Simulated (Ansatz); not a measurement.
# F3HHfSe: small, medium and large basis sets

The task here is to estimate one member of a computed series from the others.

Program: Ansatz 0.2.0, Gaussian basis. Level of theory: one geometry, several basis sets. These are calculated values, not measurements.

Plan: PBE0-D4/def2-SVP; ωB97M-V/def2-SVP; PBE0-D4/def2-QZVPP; ωB97M-V/def2-QZVPP; the functionals' def2-TZVPP values are taken from earlier runs.

### The geometry

All runs share one geometry, relaxed beforehand with PBE0-D4 in a triple-zeta def2 set. Hf takes the def2 core potential; no spin-orbit term is included.

SMILES `[F][Hf]([F])([F])[SeH]`, 6 atoms, charge 0, spin multiplicity 1.

Atoms are counted from 1 here; the program's logs count them from 0.

Bond lengths: F1–Hf2 1.894 Å, Hf2–F3 1.890 Å, Hf2–F4 1.894 Å, Hf2–Se5 2.578 Å, Se5–H6 1.474 Å. Angles: F1–Hf2–F3 111.1°, F1–Hf2–F4 107.5°, F1–Hf2–Se5 110.1°, F3–Hf2–F4 111.2°, F3–Hf2–Se5 106.9°, F4–Hf2–Se5 110.1°, Hf2–Se5–H6 88.3°.

Geometry (Å):

```xyz
6
charge 0, multiplicity 1
F    -0.8066   -1.3697    1.2968
Hf    0.3224   -0.5004    0.0493
F     2.1437   -0.7799    0.4711
F    -0.0949   -1.1819   -1.6676
Se   -0.0813    2.0448    0.1123
H    -1.4833    1.7871   -0.2619
```

Set-up of the first run:

The input, in.yaml:

```yaml
crystal:
  periodic: [false, false, false]
  atoms:
    - {symbol: F, position_ang: [-0.806586, -1.369732, 1.296832]}
    - {symbol: Hf, position_ang: [0.322375, -0.500380, 0.049301]}
    - {symbol: F, position_ang: [2.143708, -0.779863, 0.471131]}
    - {symbol: F, position_ang: [-0.094853, -1.181914, -1.667648]}
    - {symbol: Se, position_ang: [-0.081318, 2.044838, 0.112318]}
    - {symbol: H, position_ang: [-1.483315, 1.787061, -0.261934]}
basis:
  gaussian: {orbitals: def2-SVP}
hamiltonian: {xc: pbe0, dispersion: d4}
output: {orbitals: {seedname: orbitals}}
```

On the command line:

```sh
$ ansatz run in.yaml --threads 4 --pin off --events-out ev --progress --plain --max-ram 10444MiB
```

Among the steps run: PBE0-D4 in def2-SVP; ωB97M-V in def2-SVP; PBE0-D4 in def2-QZVPP; ωB97M-V in def2-QZVPP.

One table of the session follows, with a row left open; its other results are not shown here.

It belongs to the step «Density functionals: the series». 

```
functional       basis  HOMO (eV)  LUMO (eV)
   PBE0-D4    def2-SVP          ?          ?
   PBE0-D4  def2-TZVPP      -7.72      -1.50
   PBE0-D4  def2-QZVPP      -7.73      -1.50
   ωB97M-V    def2-SVP      -9.75       0.50
   ωB97M-V  def2-TZVPP      -9.82       0.43
   ωB97M-V  def2-QZVPP      -9.84       0.14
```

**Question.** Estimate the row for PBE0-D4, def2-SVP.

As computed: HOMO (eV): -7.67; LUMO (eV): -1.51. In the column «HOMO (eV)» it is the highest.
